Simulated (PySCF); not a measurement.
**One shape, several levels: GaBr (SMILES [Ga][Br])**

Wanted: a comparison of 5 runs (HF/def2-SVP, B3LYP/6-31G*, PBE0/def2-SVP, B3LYP/cc-pVTZ, CCSD(T)/def2-TZVP) of GaBr. Input form: a Python script.

The results are computed with PySCF 2.14.0.

## (1) The molecule

GaBr has 2 atoms, charge 0, and is taken as a singlet. SMILES: `[Ga][Br]`. The coordinates come from a PBE0-D4/def2-TZVP relaxation.

Bond lengths: Ga1–Br2 2.374 Å.

## (2) Energy and forces at HF/def2-SVP (run 1)

job.py

```python
import pyscf.grad
from pyscf import gto, scf

system = gto.M(
    atom='Ga -0.000000 -0.000000 0.013830; Br 0.000000 0.000000 2.388120',
    verbose=4,
    charge=0,
    basis='def2-svp',
    max_memory=1860,
)

myscf = scf.RHF(system)
myscf.conv_tol = 1e-10
myscf.kernel()
if not myscf.converged:
    myscf = myscf.newton().run(myscf.mo_coeff, myscf.mo_occ)

energy = myscf.e_tot
print('Final energy', energy)
grad = myscf.Gradients().kernel()
myscf.analyze()
```

The run is started by

```bash
$ OMP_NUM_THREADS=1 python job.py
```

The program printed:

```text
PySCF version 2.14.0

[INPUT] num. atoms = 2
[INPUT] num. electrons = 66
[INPUT] charge = 0
[INPUT] spin (= nelec alpha-beta = 2S) = 0
[INPUT] symmetry False subgroup None
[INPUT] Mole.unit = angstrom
[INPUT] Symbol           X                Y                Z      unit          X                Y                Z       unit  Magmom
[INPUT]  1 Ga     0.000000000000   0.000000000000   0.013830000000 AA    0.000000000000   0.000000000000   0.026134912303 Bohr   0.0
[INPUT]  2 Br     0.000000000000   0.000000000000   2.388120000000 AA    0.000000000000   0.000000000000   4.512892752596 Bohr   0.0

nuclear repulsion = 241.822723360752
number of shells = 24
number of NR pGTOs = 148
number of NR cGTOs = 64
basis = def2-svp
ecp = {}

[... 58 lines left out ...]
MO #1   energy= -489.939539191495  occ= 2
[... 8 lines left out ...]
MO #10  energy= -42.5206035159058  occ= 2
[... 8 lines left out ...]
MO #19  energy= -3.153471520892    occ= 2
[... 8 lines left out ...]
MO #28  energy= -1.22141041960487  occ= 2
[... 8 lines left out ...]
MO #37  energy= 0.199832076852423  occ= 0
[... 8 lines left out ...]
MO #46  energy= 0.670997542155829  occ= 0
[... 8 lines left out ...]
MO #55  energy= 2.35206192658853   occ= 0
[... 8 lines left out ...]
MO #64  energy= 4.13607034483811   occ= 0
[... 69 lines left out ...]
Dipole moment(X, Y, Z, Debye): -0.00000,  0.00000, -2.41238
```

Run time: 3 s. Hardware: 1 thread of Arm Neoverse V2, shared host; peak memory 0.14 GiB.

## (3) Energy and gradient at B3LYP/6-31G(d) (spherical functions) (run 2)

input.py

```python
from pyscf import gto, dft

mol = gto.M(
    atom='''
Ga     0.000000     0.000000     0.026135
Br     0.000000     0.000000     4.512893
''',
    unit='bohr',
    max_memory=1860,
    basis='6-31g*',
    spin=0,
    verbose=4,
)

mf = dft.RKS(mol)
mf.xc = 'b3lyp'
mf.conv_tol = 1e-10
mf.grids.level = 5
mf.kernel()
if not mf.converged:
    mf = mf.newton().run(mf.mo_coeff, mf.mo_occ)

e_final = mf.e_tot
print('E(%s) = %.9f' % ('B3LYP', e_final))
grad = mf.nuc_grad_method().kernel()
mf.analyze()
```

The run is started by

```bash
$ OMP_NUM_THREADS=1 python input.py
```

The program printed:

```text
PySCF version 2.14.0

[INPUT] num. atoms = 2
[INPUT] num. electrons = 66
[INPUT] charge = 0
[INPUT] spin (= nelec alpha-beta = 2S) = 0
[INPUT] symmetry False subgroup None
[INPUT] Mole.unit = bohr
[INPUT] Symbol           X                Y                Z      unit          X                Y                Z       unit  Magmom
[INPUT]  1 Ga     0.000000000000   0.000000000000   0.013830046407 AA    0.000000000000   0.000000000000   0.026135000000 Bohr   0.0
[INPUT]  2 Br     0.000000000000   0.000000000000   2.388120130920 AA    0.000000000000   0.000000000000   4.512893000000 Bohr   0.0

nuclear repulsion = 241.822714753058
number of shells = 24
number of NR pGTOs = 190
number of NR cGTOs = 64
basis = 6-31g*
ecp = {}

[... 73 lines left out ...]
MO #1   energy= -482.791222934194  occ= 2
[... 8 lines left out ...]
MO #10  energy= -40.7313666511655  occ= 2
[... 8 lines left out ...]
MO #19  energy= -2.60277895131365  occ= 2
[... 8 lines left out ...]
MO #28  energy= -0.855535431878136 occ= 2
[... 8 lines left out ...]
MO #37  energy= 0.0656539700866743 occ= 0
[... 8 lines left out ...]
MO #46  energy= 0.393404023166981  occ= 0
[... 8 lines left out ...]
MO #55  energy= 2.79291858511015   occ= 0
[... 8 lines left out ...]
MO #64  energy= 4.89769557737573   occ= 0
[... 69 lines left out ...]
Dipole moment(X, Y, Z, Debye): -0.00000, -0.00000, -2.42195
```

It took 11 s on 1 thread of Arm Neoverse V2, shared host; peak memory 0.63 GiB.

Runs 3 to 4 aren't shown in full; the table further down has their settings and results.

## (4) The energy at CCSD(T)/def2-TZVP (run 5)

input.py

```python
from pyscf import gto, cc

mol = gto.M(
    atom='''
Ga     0.000000     0.000000     0.026135
Br     0.000000     0.000000     4.512893
''',
    verbose=3,
    basis='def2-tzvp',
    max_memory=1860,
    charge=0,
    unit='bohr',
)

calc0 = mol.RHF()
calc0.conv_tol = 1e-10
calc0.kernel()
if not calc0.converged:
    calc0 = calc0.newton().run(calc0.mo_coeff, calc0.mo_occ)

mycc = cc.CCSD(calc0, frozen=18)
mycc.kernel()
e_t = mycc.ccsd_t()
e_final = mycc.e_tot + e_t
print('Final energy', e_final)
calc0.analyze()
```

The run is started by

```bash
$ OMP_NUM_THREADS=1 python input.py
```

The program printed:

```text
converged SCF energy = -4495.74069700496
[... 2 lines left out ...]
Final energy -4496.232156341191
[... 12 lines left out ...]
MO #12  energy= -7.41357985992006  occ= 2
[... 11 lines left out ...]
MO #24  energy= -1.22399469668461  occ= 2
[... 11 lines left out ...]
MO #36  energy= 0.113413762155086  occ= 0
[... 11 lines left out ...]
MO #48  energy= 0.493545233200028  occ= 0
[... 11 lines left out ...]
MO #60  energy= 1.08675798785483   occ= 0
[... 11 lines left out ...]
MO #72  energy= 1.83825053742031   occ= 0
[... 11 lines left out ...]
MO #84  energy= 2.6318127821783    occ= 0
[... 11 lines left out ...]
MO #96  energy= 8.03077553507686   occ= 0
[... 3 lines left out ...]
Dipole moment(X, Y, Z, Debye):  0.00000, -0.00000, -2.58571
```

It took 42 s on 1 thread of Arm Neoverse V2, shared host; peak memory 0.51 GiB.

## (5) The series

| run | level | integration grid | task | energy (Eh) | dipole moment (D) of the reference | HOMO energy (eV) | LUMO energy (eV) | wall time |
| --- | --- | --- | --- | --- | --- | --- | --- | --- |
| 1 | HF/def2-SVP | – | gradient | -4495.175128 | 2.41 | -9.28 | 0.89 | 3 s |
| 2 | B3LYP/6-31G* (spherical functions) | 5 | gradient | -4498.574027 | 2.42 | -7.20 | -2.05 | 11 s |
| 3 | PBE0/def2-SVP | 5 | gradient | -4497.966038 | 2.24 | -7.27 | -1.74 | 8.7 s |
| 4 | B3LYP/cc-pVTZ | 5 | gradient | -4499.241706 | 2.52 | -7.18 | -2.03 | 25 s |
| 5 | CCSD(T)/def2-TZVP | – | energy | -4496.232156 | 2.59 | -9.33 | 0.82 | 42 s |

## (6) Summary of results

| quantity | value |
| --- | --- |
| run 5: total energy | -4496.23216 Eh |
| run 5: dipole moment (Hartree–Fock density) | 2.59 D |
| run 5: HOMO energy (Hartree–Fock orbitals) | -9.33 eV |
| run 5: LUMO energy (Hartree–Fock orbitals) | 0.82 eV |
| run 5: HOMO–LUMO gap (Hartree–Fock orbitals) | 10.15 eV |
| run 5: correlation energy (18 core orbitals frozen) | -491.5 mEh |
| run 5: (T) correction | -18.67 mEh |
| run 5: T1 diagnostic | 0.011 |

Over runs 1, 2, 3, 4 the dipole moment (its size) runs from 2.24 D (PBE0/def2-SVP) to 2.52 D (B3LYP/cc-pVTZ). The two ends differ in method and basis. Over runs 1, 2, 3, 4 the HOMO–LUMO gap runs from 5.14 eV (B3LYP/cc-pVTZ) to 10.17 eV (HF/def2-SVP). Totals of different functionals can't be ranked against each other. All runs together took 89 s, the longest 42 s.
